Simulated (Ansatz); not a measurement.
## Co3Ir under changes of volume

One of the cells (11.495 Å³/atom); the others are scaled copies at fixed shape and fractional positions:

```
Ir Co
1.0
     3.58256    0.00000    0.00000
     0.00000    3.58256    0.00000
     0.00000    0.00000    3.58256
Ir Co
1 3
Direct
  0.00000 0.00000 0.00000
  0.50000 0.50000 0.00000
  0.50000 0.00000 0.50000
  0.00000 0.50000 0.50000
```

The cell comes from a database or a generator and needn't be the stable form of this composition.

* Program: Ansatz 0.2.0
* Functional: PBEsol
* Potentials or basis: all-electron LAPW, scalar-relativistic
* Cutoff: 315 eV (chosen from the basis error)
* Basis error allowed: 0.001 eV/atom
* k mesh: 8 × 8 × 8
* Occupations: fermi-dirac, width 0.05 eV
* Spin: collinear spin, ferromagnetic start
* Starting moments: [0.6, 2.0, 2.0, 2.0] μB

```tsv
volume (Å³/atom)	energy over the lowest point (meV/atom)	pressure (GPa)	moment (μB per cell)
10.806	10.24	9.8	2.83
11.036	1.10	3.7	3.17
11.265	0.00	-0.2	3.96
11.495	0.92	-2.8	4.83
11.725	?	?	?
11.955	19.44	-10.8	5.33
12.185	37.61	-14.5	5.45
```

**Question.** What does the run at 11.725 Å³/atom give?

**Answer.** Energy over the lowest point 7.14 meV/atom; pressure -6.8 GPa; moment 5.15 μB per cell.

Worked out: A Birch-Murnaghan fit of order 3 (a polynomial in V^(-2/3)) to the other rows has its minimum at 11.30 Å³/atom with B0 = V·E''(V) = 170 GPa (rough, since the energies scatter). It gives 7.77 meV/atom at 11.725 Å³/atom, against the run's 7.14, and -dE/dV = -6.6 GPa, against -6.8. A parabola through the other rows of the moment, of slope 1.55 μB per Å³/atom there, gives 5.02 μB, against the run's 5.15.

Energies are extrapolated to zero smearing.

The runs don't all hold the same shells in valence.
